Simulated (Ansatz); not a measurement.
What does this script print? It uses Ansatz 0.2.0 through its Python package.

Script `opt_c4h5bro.py`:
```python
"""Geometry optimisation of C4H5BrO."""

import ansatz as az
from ase import Atoms
import numpy as np


def main() -> None:
    atoms = Atoms(["Br", "C", "C", "O", "C", "C", "H", "H", "H", "H", "H"], positions=[
        (2.7071, 0.0718, 1.0055),
        (1.032, 0.2366, 0.288),
        (0.541, 1.2098, -0.4646),
        (-0.7764, 1.0698, -0.8461),
        (-1.1215, -0.2594, -0.3948),
        (-0.0189, -0.7699, 0.5338),
        (1.0209, 2.1124, -0.8034),
        (-2.0918, -0.2225, 0.1118),
        (-1.2221, -0.9015, -1.2781),
        (-0.3481, -0.7575, 1.5783),
        (0.2779, -1.7894, 0.2695),
    ])
    mol = az.Crystal.molecule_from_ase(atoms)

    setup = mol.calculation().basis(gaussian="def2-SVP").functional("r2scan")
    symbols = [site.symbol for site in mol.cartesian_sites]
    start = np.array([site.position_ang for site in mol.cartesian_sites], dtype=float)
    def progress(event):
        if event["event"] == "relax_step":
            row = event["data"]
            print(f"step {row['step']:3d}  E = {row['lagrangian_ev']:.6f} eV  largest force component {row['allowed_force_max_ev_ang']:.4f} eV/A")


    r = setup.relax(force_tolerance=0.01).session().plan().execute(on_event=progress).report
    end = np.array(r["positions_ang"])

    print(f"E = {r['free_energy_ev']:.6f} eV = {r['free_energy_ev'] / 27.211386246:.7f} Ha")
    print("converged:", r["converged"], " doubts:", r["published_state_doubts"] or "none")

    print("final positions (A) and the move of each atom")
    for symbol, xyz, old in zip(symbols, end, start):
        print(f"{symbol:2s} {xyz[0]:10.5f} {xyz[1]:10.5f} {xyz[2]:10.5f}   {np.linalg.norm(xyz - old):7.4f}")

    charges = r["charge_distribution"]
    print("dipole moment", round(4.803205 * float(np.linalg.norm(charges["dipole_moment_e_ang"])), 3), "D")
    print("Mulliken:", [(s, round(q, 3)) for s, q in zip(symbols, charges["mulliken_charges_e"])])


if __name__ == "__main__":
    main()
```

```console
$ python opt_c4h5bro.py
step   1  E = -76304.814860 eV  largest force component 1.0729 eV/A
step   2  E = -76304.912005 eV  largest force component 0.4264 eV/A
step   3  E = -76304.923073 eV  largest force component 0.0643 eV/A
step   4  E = -76304.923502 eV  largest force component 0.0306 eV/A
step   5  E = -76304.923601 eV  largest force component 0.0563 eV/A
step   6  E = -76304.923861 eV  largest force component 0.0286 eV/A
step   7  E = -76304.924108 eV  largest force component 0.0309 eV/A
step   8  E = -76304.924188 eV  largest force component 0.0224 eV/A
step   9  E = -76304.924215 eV  largest force component 0.0098 eV/A
E = -76304.924224 eV = -2804.1542439 Ha
converged: True  doubts: none
final positions (A) and the move of each atom
Br    2.77925    0.08671    0.95548    0.0891
C     1.04532    0.20975    0.25926    0.0415
C     0.53925    1.22613   -0.46001    0.0171
O    -0.76797    1.07277   -0.78822    0.0586
C    -1.13950   -0.27466   -0.40093    0.0244
C    -0.04527   -0.78605    0.55614    0.0381
H     1.01219    2.14898   -0.79801    0.0380
H    -2.14482   -0.23175    0.04111    0.0888
H    -1.17997   -0.88144   -1.32244    0.0644
H    -0.34160   -0.74366    1.62132    0.0457
H     0.24323   -1.82658    0.33620    0.0839
dipole moment 1.542 D
Mulliken: [('Br', -0.038), ('C', -0.238), ('C', 0.178), ('O', -0.353), ('C', 0.185), ('C', 0.002), ('H', 0.046), ('H', 0.051), ('H', 0.049), ('H', 0.06), ('H', 0.058)]
```

What to keep in mind:
- Total energies depend on the basis set; only differences at equal settings carry meaning.
- The end point is the stationary point reached from this start; no frequency run checks that it is a minimum, and the basis set is modest.
- It ran for 100 s on 1 thread of Arm Neoverse V1 (shared host), peak memory 0.27 GiB.

(Lines on the test bed's own set-up are left out of the output.)
